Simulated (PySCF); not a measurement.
# C5H13B: the cost of one run

The runs use PySCF 2.14.0, with density-fitted response routines of our own; the level of theory stands in each step. All values are computed, except where a source is named. Atoms count from 0, in the outputs and in this text.

## (1) The starting structure

19 atoms, charge 0, multiplicity 1; geometry from: GFN2-xTB. The atoms were then displaced at random by about 0.03 Å, so the start is not that level's minimum.

Bonds of the start (Å): B0–C1 1.51, C1–C2 1.55, C1–C3 1.51, C1–C4 1.55, C4–C5 1.52, B0–H6 1.19, B0–H7 1.21, C2–H8 1.19, C2–H9 1.03, C2–H10 1.09, C3–H11 1.16, C3–H12 1.03, C3–H13 1.09, C4–H14 1.12, C4–H15 1.03, C5–H16 1.10, C5–H17 1.07, C5–H18 1.05.

## (2) Relaxing the molecule at PBE0-D3(BJ)/def2-SVP

The job: settings as JSON, then the geometry in Å.

```
{"job": {"xc": "PBE0", "basis": "def2-SVP", "d3": "d3bj", "grid": 1, "shake": 0.03, "kind": "geom"}, "charge": 0, "multiplicity": 1}
B     -0.554690     1.556820     0.240400
C     -0.436230     0.049450     0.203640
C     -1.323310    -0.659660     1.252010
C     -0.877580    -0.337890    -1.184390
C      1.017320    -0.478770     0.326200
C      2.054990     0.157700    -0.586710
H      0.229700     2.356530    -0.175240
H     -1.593650     2.090430     0.565030
H     -0.941610    -0.348040     2.332750
H     -2.322440    -0.403810     1.209390
H     -1.190860    -1.742870     1.213490
H     -2.001040    -0.040370    -1.250880
H     -0.500210     0.151710    -2.007920
H     -0.971080    -1.418320    -1.268960
H      1.333230    -0.314030     1.388650
H      1.013250    -1.500330     0.228830
H      3.031230    -0.315240    -0.428840
H      1.760340     0.027630    -1.604020
H      2.190250     1.180990    -0.383760
```

On the command line:

```console
OMP_NUM_THREADS=1 python probes_run.py task.json out
```

This one command runs all jobs of the session in turn.

Q: Estimate the wall time and peak memory of this first job on 1 thread of Arm Neoverse V2, shared host.

About 90 s, with a peak of 0.58 GiB.
